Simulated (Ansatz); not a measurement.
# MgPd: the cost of one run

Computed with Ansatz 0.2.0 (DFT PBEsol, scalar-relativistic, plane waves, PAW, unless a step's input says otherwise).

## (1) The structure to begin with

It takes space group Pm-3m (No. 221, cubic). The conventional cell has a = 3.160 Å, b = 3.160 Å, c = 3.160 Å, α = 90.00°, β = 90.00°, γ = 90.00°. Mg (site symmetry m-3m) has 8 Pd at 2.74 Å as nearest neighbours. Around Pd (site symmetry m-3m) lie 8 Mg at 2.74 Å.

Structure file:

```cif
data_structure
_symmetry_space_group_name_H-M 'P 1'
_symmetry_Int_Tables_number 1
_cell_length_a 6.3200
_cell_length_b 6.3200
_cell_length_c 6.3200
_cell_angle_alpha 90.000
_cell_angle_beta 90.000
_cell_angle_gamma 90.000
_cell_volume 252.44
loop_
_atom_site_label
_atom_site_type_symbol
_atom_site_fract_x
_atom_site_fract_y
_atom_site_fract_z
_atom_site_occupancy
Mg1 Mg 0.00000 0.50000 0.50000 1
Mg2 Mg 0.00000 0.50000 0.00000 1
Mg3 Mg 0.00000 0.00000 0.50000 1
Mg4 Mg 0.00000 0.00000 0.00000 1
Mg5 Mg 0.50000 0.50000 0.50000 1
Mg6 Mg 0.50000 0.50000 0.00000 1
Mg7 Mg 0.50000 0.00000 0.50000 1
Mg8 Mg 0.50000 0.00000 0.00000 1
Pd1 Pd 0.25000 0.25000 0.25000 1
Pd2 Pd 0.25000 0.25000 0.75000 1
Pd3 Pd 0.25000 0.75000 0.25000 1
Pd4 Pd 0.25000 0.75000 0.75000 1
Pd5 Pd 0.75000 0.25000 0.25000 1
Pd6 Pd 0.75000 0.25000 0.75000 1
Pd7 Pd 0.75000 0.75000 0.25000 1
Pd8 Pd 0.75000 0.75000 0.75000 1
```

The cell is taken as given, not relaxed at this level.

## (2) The perfect supercell on the trajectory's mesh

Input file input.yaml:

```yaml
crystal:
  lattice:
    - [6.32, 0.0, 0.0]
    - [0.0, -6.32, 0.0]
    - [0.0, 0.0, -6.32]
  atoms:
    - { symbol: Mg, position: [0.0, 0.5, 0.5] }
    - { symbol: Mg, position: [0.0, 0.5, 0.0] }
    - { symbol: Mg, position: [0.0, 0.0, 0.5] }
    - { symbol: Mg, position: [0.0, 0.0, 0.0] }
    - { symbol: Mg, position: [0.5, 0.5, 0.5] }
    - { symbol: Mg, position: [0.5, 0.5, 0.0] }
    - { symbol: Mg, position: [0.5, 0.0, 0.5] }
    - { symbol: Mg, position: [0.5, 0.0, 0.0] }
    - { symbol: Pd, position: [0.25, 0.25, 0.25] }
    - { symbol: Pd, position: [0.25, 0.25, 0.75] }
    - { symbol: Pd, position: [0.25, 0.75, 0.25] }
    - { symbol: Pd, position: [0.25, 0.75, 0.75] }
    - { symbol: Pd, position: [0.75, 0.25, 0.25] }
    - { symbol: Pd, position: [0.75, 0.25, 0.75] }
    - { symbol: Pd, position: [0.75, 0.75, 0.25] }
    - { symbol: Pd, position: [0.75, 0.75, 0.75] }
  symmetry: { detect: false }
basis:
  ecutwfc: 420
kpoints:
  mp_grid: { grid: [2, 2, 2], shift: [0.5, 0.5, 0.5] }
hamiltonian:
  xc: pbesol
scf:
  occupations: { method: gaussian, width: 0.1 }
output:
  forces: true
  stress: true
  eigenvalues: true
```

Command:

```
> ansatz run input.yaml --threads 4 --pin off --max-ram 5120MiB --backend cpu --events-out ev --progress --plain --runs-dir out
```

Q: Estimate wall time and peak memory on 4 threads of Arm Neoverse N1, shared host.

About 7.1 s, with a peak of 0.89 GiB.
